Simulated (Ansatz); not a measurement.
# TiSi: the cost of one run

Program: Ansatz 0.2.0. Level of theory: DFT PBEsol, scalar-relativistic, plane waves, PAW. These are calculated values, not measurements.

2 further runs of the same task are left out: 2 set aside as unsound or not needed.

## 1. The system as given

Symmetry: Cmmm, No. 65, orthorhombic system. Conventional cell: a = 3.606 Å, b = 4.132 Å, c = 3.793 Å, α = 90.00°, β = 90.00°, γ = 90.00°. Around Ti (site symmetry mmm) lie 8 Si at 2.62 to 2.80 Å and 4 Ti at 2.74 Å. Around Si (site symmetry mmm) lie 8 Ti at 2.62 to 2.80 Å and 4 Si at 2.74 Å.

Structure file:

```
CELL_PARAMETERS angstrom
3.79316 -3.60569 0.00000
-3.79316 -3.60569 0.00000
0.00000 3.60569 -4.13199
ATOMIC_POSITIONS crystal
Ti 0.97463 0.97463 0.44927
Ti 0.97463 0.97463 0.94927
Ti 0.47463 0.47463 0.44927
Ti 0.47463 0.47463 0.94927
Si 0.47462 0.97462 0.94923
Si 0.47462 0.97462 0.44923
Si 0.97462 0.47462 0.94923
Si 0.97462 0.47462 0.44923
```

It goes back to an entry of the Materials Project, which need not be the stable form.

It is built from the cell relaxed beforehand with the same method (14.13 Å³/atom).

## 2. The undisturbed cell

File input.yaml:

```yaml
crystal:
  lattice:
    - [3.7931646559, -3.6056911729, 0.0]
    - [-3.7931646559, -3.6056911729, 0.0]
    - [0.0, 3.6056911729, -4.131987567]
  atoms:
    - { symbol: Ti, position: [0.974632785, 0.974632785, 0.44926557] }
    - { symbol: Ti, position: [0.974632785, 0.974632785, 0.94926557] }
    - { symbol: Ti, position: [0.474632785, 0.474632785, 0.44926557] }
    - { symbol: Ti, position: [0.474632785, 0.474632785, 0.94926557] }
    - { symbol: Si, position: [0.474617215, 0.974617215, 0.94923443] }
    - { symbol: Si, position: [0.474617215, 0.974617215, 0.44923443] }
    - { symbol: Si, position: [0.974617215, 0.474617215, 0.94923443] }
    - { symbol: Si, position: [0.974617215, 0.474617215, 0.44923443] }
basis:
  ecutwfc: 420
kpoints:
  mp_grid: { grid: [8, 8, 8] }
hamiltonian:
  xc: pbesol
scf:
  occupations: { method: gaussian, width: 0.15 }
output:
  forces: true
  stress: true
  eigenvalues: true
```

Run with:

```console
> ansatz run input.yaml --threads 2 --pin off --max-ram 5120MiB --backend cpu --events-out ev --progress --plain --runs-dir out
```

**Question.** How long does this run take on 2 threads of Arm Neoverse V2, shared host, and how much memory does it need?

About 16 s, with a peak of 0.57 GiB.
